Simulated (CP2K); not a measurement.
The system is Bi2Te3 (Tellurobismuthite).

```xyz
5
Lattice="10.4763 0.0000 0.0000 9.5582 4.2888 0.0000 9.5582 2.0461 3.7693" Properties=species:S:1:pos:R:3 pbc="T T T"
Bi   17.7556    3.8010    2.2616
Bi   11.8371    2.5340    1.5077
Te   23.3930    5.0078    2.9796
Te    6.1997    1.3272    0.7897
Te    0.0000    0.0000    0.0000
```

Base run:

| Quantity | Value |
| --- | --- |
| Program | CP2K 2026.2 |
| Functional | PBEsol |
| Potentials or basis | POTENTIAL_UZH Bi GTH-PBE-q5, Te GTH-PBE-q6; TZVP-MOLOPT-PBE-GTH basis |
| Density cutoff | 6123 eV |
| k mesh | 7 × 7 × 7 |
| Occupations | fermi-dirac, width 0.05 eV |
| Spin | no spin polarisation |

Its results: band gap on the k mesh 0.21 eV, direct; pressure 1.3 GPa; largest force 0.152 eV/Å.

Problem. The run is repeated on the same cell with these changes: functional from PBEsol to PBE. What comes out?

Solution. Band gap on the k mesh 0.27 eV, direct; pressure 2.5 GPa; largest force 0.047 eV/Å.

PBE binds less tightly than PBEsol, so the same cell stands under more pressure.

Caveats: spin-orbit coupling is left out, which as a rule narrows the gap of such compounds by several tenths of an eV; the basis of atomic orbitals isn't converged, which shifts pressures, moduli and gaps; the potentials were made for another functional, which shifts forces and pressure (some runs).
